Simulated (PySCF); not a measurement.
# The bond of GaS+, level by level, part 2 of 2

PySCF 2.14.0; Ga cc-pVDZ-PP with ECP10, S cc-pV(D+d)Z; scalar-relativistic core potentials. The steps go on from the part before.

## Step 7: TPSSh (hybrid meta-GGA)

The SCF at the reference distance, 2.940 Å, printed:

```text
******** <class 'pyscf.dft.uks_symm.SymAdaptedUKS'> ********
method = SymAdaptedUKS
initial guess = minao
damping factor = 0
level_shift factor = 0
DIIS = <class 'pyscf.scf.diis.CDIIS'>
diis_start_cycle = 1
diis_space = 10
diis_damp = 0
SCF conv_tol = 1e-09
SCF conv_tol_grad = None
SCF max_cycles = 60
direct_scf = False
max_memory 909 MB (current use 317 MB)
number electrons alpha = 19  beta = 17
XC library pyscf.dft.libxc version 7.0.0
    S. Lehtola, C. Steigemann, M. J.T. Oliveira, and M. A.L. Marques.,  SoftwareX 7, 1–5 (2018)
XC functionals = TPSSH
    V. N. Staroverov, G. E. Scuseria, J. Tao, and J. P. Perdew.,  J. Chem. Phys. 119, 12129 (2003)
small_rho_cutoff = 0
Set gradient conv threshold to 3.16228e-05
init E= -657.291219570749
cycle= 1 E= -657.291565147072  delta_E= -0.000346  |g|= 0.0112  |ddm|= 0.0892
cycle= 2 E= -657.291604751741  delta_E= -3.96e-05  |g|= 0.00615  |ddm|= 0.0308
cycle= 3 E= -657.29162283799  delta_E= -1.81e-05  |g|= 0.000182  |ddm|= 0.0126
cycle= 4 E= -657.291622862692  delta_E= -2.47e-08  |g|= 0.000108  |ddm|= 0.000916
cycle= 5 E= -657.291622870776  delta_E= -8.08e-09  |g|= 1.4e-05  |ddm|= 0.000292
cycle= 6 E= -657.291622870973  delta_E= -1.96e-10  |g|= 5.72e-06  |ddm|= 8.65e-05
Extra cycle  E= -657.291622870986  delta_E= -1.26e-11  |g|= 5.17e-06  |ddm|= 4.88e-05
converged SCF energy = -657.291622870986  <S^2> = 2.0069839  2S+1 = 3.0046523
```

Re = 2.928 Å, ωe = 153.4 cm⁻¹, ωexe = 1.13 cm⁻¹, αe = 0.000785 cm⁻¹, Be = 0.09000 cm⁻¹, De = 0.69 eV, μ = -0.82 D. 9.1 s of CPU time for 12 points, integrals apart.

## Step 8: r²SCANh

Log of the SCF at 2.940 Å:

```text
******** <class 'pyscf.dft.uks_symm.SymAdaptedUKS'> ********
method = SymAdaptedUKS
initial guess = minao
damping factor = 0
level_shift factor = 0
DIIS = <class 'pyscf.scf.diis.CDIIS'>
diis_start_cycle = 1
diis_space = 10
diis_damp = 0
SCF conv_tol = 1e-09
SCF conv_tol_grad = None
SCF max_cycles = 60
direct_scf = False
max_memory 909 MB (current use 317 MB)
number electrons alpha = 19  beta = 17
XC library pyscf.dft.libxc version 7.0.0
    S. Lehtola, C. Steigemann, M. J.T. Oliveira, and M. A.L. Marques.,  SoftwareX 7, 1–5 (2018)
XC functionals = HYB_MGGA_XC_R2SCANH
    M. Bursch, H. Neugebauer, S. Ehlert, and S. Grimme.,  J. Chem. Phys. 156, 134105 (2022)
small_rho_cutoff = 0
Set gradient conv threshold to 3.16228e-05
init E= -657.204669718896
cycle= 1 E= -657.205299766484  delta_E= -0.00063  |g|= 0.00842  |ddm|= 0.134
cycle= 2 E= -657.205331563921  delta_E= -3.18e-05  |g|= 0.00565  |ddm|= 0.0529
cycle= 3 E= -657.205359119107  delta_E= -2.76e-05  |g|= 0.000844  |ddm|= 0.0267
cycle= 4 E= -657.20535979487  delta_E= -6.76e-07  |g|= 0.00027  |ddm|= 0.00363
cycle= 5 E= -657.205359961515  delta_E= -1.67e-07  |g|= 8.87e-05  |ddm|= 0.00223
cycle= 6 E= -657.205359985875  delta_E= -2.44e-08  |g|= 3.35e-05  |ddm|= 0.000945
cycle= 7 E= -657.205359987956  delta_E= -2.08e-09  |g|= 8.03e-06  |ddm|= 0.000273
cycle= 8 E= -657.205359988093  delta_E= -1.37e-10  |g|= 1.48e-06  |ddm|= 7.57e-05
Extra cycle  E= -657.2053599881  delta_E= -6.48e-12  |g|= 7e-07  |ddm|= 1.26e-05
converged SCF energy = -657.2053599881  <S^2> = 2.010617  2S+1 = 3.0070697
```

Re = 2.909 Å, ωe = 154.5 cm⁻¹, ωexe = 1.12 cm⁻¹, αe = 0.000788 cm⁻¹, Be = 0.09123 cm⁻¹, De = 0.70 eV, μ = -0.72 D. 9 s of CPU time for 12 points, integrals apart.

## Step 9: PBEsol (GGA)

Log of the SCF at 2.940 Å:

```text
******** <class 'pyscf.dft.uks_symm.SymAdaptedUKS'> ********
method = SymAdaptedUKS
initial guess = minao
damping factor = 0
level_shift factor = 0
DIIS = <class 'pyscf.scf.diis.CDIIS'>
diis_start_cycle = 1
diis_space = 10
diis_damp = 0
SCF conv_tol = 1e-09
SCF conv_tol_grad = None
SCF max_cycles = 60
direct_scf = False
max_memory 909 MB (current use 317 MB)
number electrons alpha = 19  beta = 17
XC library pyscf.dft.libxc version 7.0.0
    S. Lehtola, C. Steigemann, M. J.T. Oliveira, and M. A.L. Marques.,  SoftwareX 7, 1–5 (2018)
XC functionals = PBEsol
    J. P. Perdew, A. Ruzsinszky, G. I. Csonka, O. A. Vydrov, G. E. Scuseria, L. A. Constantin, X. Zhou, and K. Burke.,  Phys. Rev. Lett. 100, 136406 (2008)
    J. P. Perdew, A. Ruzsinszky, G. I. Csonka, O. A. Vydrov, G. E. Scuseria, L. A. Constantin, X. Zhou, and K. Burke.,  Phys. Rev. Lett. 100, 136406 (2008)
small_rho_cutoff = 0
Set gradient conv threshold to 3.16228e-05
init E= -656.257761375702
cycle= 1 E= -656.259583881104  delta_E= -0.00182  |g|= 0.0328  |ddm|= 0.206
cycle= 2 E= -656.259740918868  delta_E= -0.000157  |g|= 0.0246  |ddm|= 0.152
cycle= 3 E= -656.26017143536  delta_E= -0.000431  |g|= 0.00574  |ddm|= 0.103
cycle= 4 E= -656.260201868722  delta_E= -3.04e-05  |g|= 0.000394  |ddm|= 0.0248
cycle= 5 E= -656.260202028092  delta_E= -1.59e-07  |g|= 7.43e-05  |ddm|= 0.0021
cycle= 6 E= -656.260202033237  delta_E= -5.15e-09  |g|= 1.15e-05  |ddm|= 0.000275
cycle= 7 E= -656.260202033406  delta_E= -1.69e-10  |g|= 3.38e-06  |ddm|= 7.56e-05
Extra cycle  E= -656.260202033404  delta_E= 1.71e-12  |g|= 3.77e-06  |ddm|= 3.27e-05
converged SCF energy = -656.260202033404  <S^2> = 2.0060483  2S+1 = 3.0040295
```

Re = 2.875 Å, ωe = 164.3 cm⁻¹, ωexe = 1.07 cm⁻¹, αe = 0.000751 cm⁻¹, Be = 0.09341 cm⁻¹, De = 0.86 eV, μ = -0.44 D. 4.2 s of CPU time for 12 points, integrals apart.

## Step 10: UHF (mean field)

Output of the SCF at 2.940 Å:

```text
******** <class 'pyscf.scf.uhf_symm.SymAdaptedUHF'> ********
method = SymAdaptedUHF
initial guess = minao
damping factor = 0
level_shift factor = 0
DIIS = <class 'pyscf.scf.diis.CDIIS'>
diis_start_cycle = 1
diis_space = 10
diis_damp = 0
SCF conv_tol = 1e-09
SCF conv_tol_grad = None
SCF max_cycles = 60
direct_scf = False
max_memory 909 MB (current use 317 MB)
number electrons alpha = 19  beta = 17
Overwritten attributes  get_hcore get_k get_occ get_jk get_j  of <class 'pyscf.scf.uhf_symm.SymAdaptedUHF'>
Set gradient conv threshold to 3.16228e-05
init E= -655.587816346766
cycle= 1 E= -655.597938369046  delta_E= -0.0101  |g|= 0.0216  |ddm|= 0.336
cycle= 2 E= -655.598456253401  delta_E= -0.000518  |g|= 0.00612  |ddm|= 0.101
cycle= 3 E= -655.59850306093  delta_E= -4.68e-05  |g|= 0.00155  |ddm|= 0.024
cycle= 4 E= -655.598507226249  delta_E= -4.17e-06  |g|= 0.000611  |ddm|= 0.00733
cycle= 5 E= -655.598508595556  delta_E= -1.37e-06  |g|= 0.000331  |ddm|= 0.00522
cycle= 6 E= -655.598509249007  delta_E= -6.53e-07  |g|= 0.000155  |ddm|= 0.00466
cycle= 7 E= -655.598509413623  delta_E= -1.65e-07  |g|= 5.6e-05  |ddm|= 0.00289
cycle= 8 E= -655.598509429888  delta_E= -1.63e-08  |g|= 1.79e-05  |ddm|= 0.000894
cycle= 9 E= -655.598509431135  delta_E= -1.25e-09  |g|= 5.7e-06  |ddm|= 0.000204
cycle= 10 E= -655.598509431237  delta_E= -1.02e-10  |g|= 1.16e-06  |ddm|= 5.07e-05
Extra cycle  E= -655.59850943124  delta_E= -2.73e-12  |g|= 6.57e-07  |ddm|= 4.64e-06
converged SCF energy = -655.59850943124  <S^2> = 2.0144019  2S+1 = 3.009586
```

Re = 3.154 Å, ωe = 107.7 cm⁻¹, ωexe = 1.06 cm⁻¹, αe = 0.000920 cm⁻¹, Be = 0.07761 cm⁻¹, De = 0.392 eV, μ = -2.20 D. 1.2 s of CPU time for 12 points, integrals apart.

## Step 11: Correlated methods on the Hartree–Fock reference

Reference: UHF; core orbitals frozen: 9; virtual orbitals above 20 hartree dropped in coupled cluster: 1. MP2 keeps all virtuals, so it differs from the MP2 energy in the coupled-cluster log.

The coupled-cluster run at the reference distance, 2.940 Å, printed:

```text
******** <class 'pyscf.cc.uccsd.UCCSD'> ********
CC2 = 0
CCSD nocc = (np.int64(10), np.int64(8)), nmo = (36, 36)
frozen orbitals [[0, 1, 2, 3, 4, 5, 6, 7, 8, 45], [0, 1, 2, 3, 4, 5, 6, 7, 8, 45]]
max_cycle = 80
direct = 0
conv_tol = 1e-07
conv_tol_normt = 1e-05
diis_space = 8
diis_start_cycle = 0
diis_start_energy_diff = 1e+09
max_memory 909 MB (current use 372 MB)
Init t2, MP2 energy = -0.128971383091342
Init E_corr(UCCSD) = -0.12897138309189
cycle = 1  E_corr(UCCSD) = -0.151866588024869  dE = -0.0228952049  norm(t1,t2) = 0.071057
cycle = 2  E_corr(UCCSD) = -0.158829147637811  dE = -0.00696255961  norm(t1,t2) = 0.0266589
cycle = 3  E_corr(UCCSD) = -0.16225403887675  dE = -0.00342489124  norm(t1,t2) = 0.0120238
cycle = 4  E_corr(UCCSD) = -0.162513174453734  dE = -0.000259135577  norm(t1,t2) = 0.00267849
cycle = 5  E_corr(UCCSD) = -0.162432685724876  dE = 8.04887289e-05  norm(t1,t2) = 0.00145715
cycle = 6  E_corr(UCCSD) = -0.16243915176519  dE = -6.46604031e-06  norm(t1,t2) = 0.000646592
cycle = 7  E_corr(UCCSD) = -0.162451042211332  dE = -1.18904461e-05  norm(t1,t2) = 0.000285132
cycle = 8  E_corr(UCCSD) = -0.162449116902903  dE = 1.92530843e-06  norm(t1,t2) = 0.000113499
cycle = 9  E_corr(UCCSD) = -0.162450464123104  dE = -1.3472202e-06  norm(t1,t2) = 3.5298e-05
cycle = 10  E_corr(UCCSD) = -0.1624502339978  dE = 2.30125304e-07  norm(t1,t2) = 1.45314e-05
cycle = 11  E_corr(UCCSD) = -0.162450233767927  dE = 2.29872982e-10  norm(t1,t2) = 6.26816e-06
UCCSD converged
E(UCCSD) = -655.7609596650079  E_corr = -0.1624502337679274
UCCSD(T) correction = -0.00376454256911178
```

Correlation energy (eV) along the bond:

```
R (Å)     MP2  SCS-MP2    CCSD  CCSD(T)     T1
2.528  -3.602   -3.617     n/a      n/a    n/a
2.646  -3.576   -3.598  -4.483   -4.595  0.008
2.764  -3.549   -3.578  -4.458   -4.566  0.008
2.852  -3.529   -3.563  -4.439   -4.544  0.008
2.940  -3.510   -3.548  -4.420   -4.523  0.008
3.028  -3.492   -3.533  -4.403   -4.503  0.008
3.146  -3.470   -3.515  -4.382   -4.478  0.008
3.293  -3.445   -3.495  -4.358   -4.450  0.008
3.469  -3.420   -3.474  -4.335   -4.422  0.008
3.704  -3.394   -3.452     n/a      n/a    n/a
```

UHF-MP2: Re = 2.990 Å, ωe = 135.9 cm⁻¹, ωexe = 1.18 cm⁻¹, αe = 0.000880 cm⁻¹, Be = 0.08633 cm⁻¹, De = 0.54 eV.

UHF-SCS-MP2: Re = 3.018 Å, ωe = 131.3 cm⁻¹, ωexe = 1.17 cm⁻¹, αe = 0.000886 cm⁻¹, Be = 0.08474 cm⁻¹, De = 0.52 eV.

UHF-CCSD: Re = 2.996 Å, ωe = 134.4 cm⁻¹, ωexe = 1.18 cm⁻¹, αe = 0.000885 cm⁻¹, Be = 0.08596 cm⁻¹, De = 0.54 eV.

UHF-CCSD(T): Re = 2.975 Å, ωe = 139.6 cm⁻¹, ωexe = 1.18 cm⁻¹, αe = 0.000864 cm⁻¹, Be = 0.08719 cm⁻¹, De = 0.57 eV.

## Step 12: All curves

Energy (eV) from each level's lowest point:

```csv
R (Å),UHF,UHF-MP2,UHF-SCS-MP2,UHF-CCSD,UHF-CCSD(T),PBE,PBEsol,r²SCAN,TPSSh,r²SCANh,PBE0
2.528,0.403,0.284,0.310,n/a,n/a,0.247,0.196,0.217,0.246,0.219,0.241
2.646,0.227,0.135,0.153,0.138,0.127,0.107,0.074,0.088,0.106,0.090,0.104
2.764,0.115,0.050,0.062,0.052,0.045,0.032,0.015,0.022,0.031,0.023,0.031
2.852,0.061,0.016,0.023,0.017,0.013,0.006,0.000,0.002,0.006,0.002,0.006
2.940,0.028,0.001,0.005,0.002,0.000,0.000,0.004,0.000,0.000,0.000,0.000
3.028,0.008,0.000,0.000,0.000,0.001,0.008,0.021,0.012,0.008,0.011,0.008
3.146,0.000,0.014,0.010,0.013,0.018,0.034,0.058,0.042,0.034,0.040,0.033
3.293,0.008,0.046,0.038,0.044,0.053,0.082,0.118,0.093,0.082,0.090,0.079
3.469,0.032,0.096,0.083,0.093,0.106,0.150,0.197,0.163,0.149,0.158,0.144
3.704,0.077,0.167,0.149,n/a,n/a,0.243,0.303,0.256,0.239,0.250,0.233
```

## Step 13: What came out

What follows sums up all 2 parts.

Lowest PBE0 solution found, without spin–orbit coupling: ³Σ⁻ (triplet), unpaired electrons π ↑↑. State 3 has its PBE0 minimum 0.44 eV higher, as a spin-mixed determinant (⟨S²⟩ = 1.01), so this is no gap between pure states. The other levels ran on the lowest alone.

```csv
level,Re (Å),ωe (cm⁻¹),De (eV),μ (D)
UHF,3.154,107.7,0.392,-2.20
UHF-MP2,2.990,135.9,0.54,n/a
UHF-SCS-MP2,3.018,131.3,0.52,n/a
UHF-CCSD,2.996,134.4,0.54,n/a
UHF-CCSD(T),2.975,139.6,0.57,n/a
PBE,2.930,153.3,0.78,-0.66
PBEsol,2.875,164.3,0.86,-0.44
r²SCAN,2.905,155.8,0.73,-0.62
TPSSh,2.928,153.4,0.69,-0.82
r²SCANh,2.909,154.5,0.70,-0.72
PBE0,2.930,150.9,0.68,-0.92
```

De is counted to Ga+ + S in their ground configurations. A positive dipole points from Ga to S; in an ion it is taken about the centre of mass and does not tell which atom is negative.

Time per point (s) on 1 thread, shared host (CPU time, shared integrals of 0.24 s apart; correlated levels include their reference; CCSD comes with the CCSD(T) run); the times are rough: UHF 0.1, UHF-MP2 0.17, UHF-SCS-MP2 0.17, UHF-CCSD(T) 3.5, PBE 0.5, PBEsol 0.35, r²SCAN 0.7, TPSSh 0.76, r²SCANh 0.75, PBE0 0.6.

The methods spread over 0.279 Å in bond length, from PBEsol to UHF. CCSD(T) can't serve as the judge here: for a weak bond in this basis it is far from its limit. Among the levels with a De in the table, it runs from 0.392 eV (UHF) to 0.86 eV (PBEsol).

Correlated steps freeze 9 core orbitals.
